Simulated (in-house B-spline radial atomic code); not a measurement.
**Hf⁴⁵⁺: ionisation energy by several methods**

Aim: the ionisation energy of Hf⁴⁵⁺ by several methods, each as the difference of two self-consistent energies (Hf⁴⁵⁺ and the next ion, [Ar] 3d8).

The numbers are computed with in-house B-spline radial atomic code version 1 (Dirac-Coulomb, several functionals; spherical all-electron atom at the radial basis limit), except any that are marked as measured or tabulated.

### 1 What is computed

* element: hafnium (Z = 72)
* charge: +45
* electrons: 27
* configuration: [Ar] 3d9
* nucleus: Fermi, rms radius 5.347 fm

The outer shells:

[Ar] 3d9
```
[Ar] core
3d [↑↓][↑↓][↑↓][↑↓][↑ ]
```

The boxes only draw the filling; these runs are spin-restricted and spherical.

### 2 relativistic LDA

Input settings:

```ini
Z = 72
electrons = 27.0
configuration = [Ar] 3d9
hamiltonian = dirac
method = lda_x_rel,vwn
spin_polarised = False
nucleus = fermi
rms_radius = 5.347
mass_number = 180
atomic_mass = 179.946559537
speed_of_light = 137.035999084
```

### 3 RPBE, a GGA

Changes to the settings of step 2:

```diff
@@ -4,3 +4,3 @@
 hamiltonian = dirac
-method = lda_x_rel,vwn
+method = rpbe,pbe
 spin_polarised = False
```

### 4 PW91, a GGA

Changes to the settings of step 3:

```diff
@@ -4,3 +4,3 @@
 hamiltonian = dirac
-method = rpbe,pbe
+method = pw91,pw91
 spin_polarised = False
```

### 5 exchange-only LDA

Changes to the settings of step 4:

```diff
@@ -4,3 +4,3 @@
 hamiltonian = dirac
-method = pw91,pw91
+method = lda,
 spin_polarised = False
```

Before running: The tabulated ionisation energy is 3858 ± 4 eV (tabulated theoretical; NIST Atomic Spectra Database). What does each method give, and which comes nearest?

The runs gave:

| method | rung | total energy (hartree) | ΔSCF (eV) | −ε highest (eV) | ΔSCF less tabulated (eV) |
| --- | --- | --- | --- | --- | --- |
| relativistic LDA | LDA | -13603.5510 | 3886.97 | 3800.05 (3d5/2) | +28.97 |
| exchange-only LDA | LDA | -13627.1773 | 3886.91 | 3799.87 (3d5/2) | +28.91 |
| RPBE | GGA | -13640.9272 | 3890.86 | 3803.84 (3d5/2) | +32.86 |
| PW91 | GGA | -13641.3932 | 3891.32 | 3804.28 (3d5/2) | +33.32 |

**Reading.** Tables give 3858 ± 4 eV (tabulated theoretical; NIST Atomic Spectra Database) for the ionisation energy. exchange-only LDA misses by +28.91 eV, the least, and PW91 by +33.32 eV (0.86 %), the most. All methods miss on the same side by much the same amount, which points to something that they share. Open shells are averaged (over orientations, and over spins where the run is restricted), while tables refer to the lowest levels.
